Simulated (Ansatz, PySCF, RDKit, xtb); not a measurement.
**C3H2F4O: which of the isomers drawn lies lowest?**

A sample of isomers of C3H2F4O is drawn. Aim: find which of them has the lowest free energy at 298.15 K, then its properties. The sample is small against all isomers, and the most stable one of this formula need not be in it.

Plan: many cheap relaxations first (GFN2-xTB), then density-functional screening, relaxation at PBE0-D3(BJ)/def2-SVP, vibrations (at GFN2-xTB) and a final energy. The numbers are computed, not measured.

**1. Drawing up candidates**

Isomers were taken from a list of plausible structures; this is a sample, not all of them. That gives 3 candidates.

```tsv
label	SMILES	spin
c011	F[C@@H]1O[C@@H]1C(F)(F)F	singlet
c205	F[C@@H]1O[C@H]1C(F)(F)F	singlet
c526	FC(F)(F)[C@@]1(F)CO1	singlet
```

Candidates are built by distance geometry, with a force field where one applies, in up to four conformers (letters a to d).

Q: Predict the outcome of this search (final energies at CCSD(T)/def2-SVP + MP2/def2-TZVPP - MP2/def2-SVP).

| quantity | value |
| --- | --- |
| lowest structure found | F[C@@H]1O[C@H]1C(F)(F)F, singlet |
| next finalist | FC(F)(F)[C@@]1(F)CO1, singlet, 1.8 kcal/mol higher in G |
| share at equilibrium, among the finalists | 94.1 % |
| dipole moment (PBE0/def2-SVPD) | 1.02 D |
| HOMO energy (PBE0/def2-SVPD) | -9.59 eV |
| LUMO energy (PBE0/def2-SVPD) | 0.76 eV |
| HOMO–LUMO gap (PBE0/def2-SVPD) | 10.35 eV |
| lowest excitation (TD-PBE0/def2-SVPD) | 8.65 eV (f = 0.007) |
| strongest of the states computed, same level | 9.42 eV (f = 0.061) |
| lowest triplet excitation, same level, Tamm-Dancoff | 7.98 eV |
| vertical ionisation energy | 11.97 eV |
| vertical electron affinity | -1.78 eV (unbound: the value depends on the basis) |
| vertical triplet less singlet | +8.06 eV |

The search ends on `F[C@@H]1O[C@H]1C(F)(F)F`. The margin, 1.8 kcal/mol, is modest. GFN2-xTB, HF/STO-3G, r2SCAN-D4/def2-SVP, PBE0-D3(BJ)/def2-SVP, HF/def2-SVP and MP2/def2-SVP already put its bonding pattern lowest among the structures in one piece. Lowest found is not proven lowest: the search is finite, and each finalist counts with one conformer. Only 3 drawn patterns were tried, so whole families of isomers are missing, and the result ranks this sample alone.
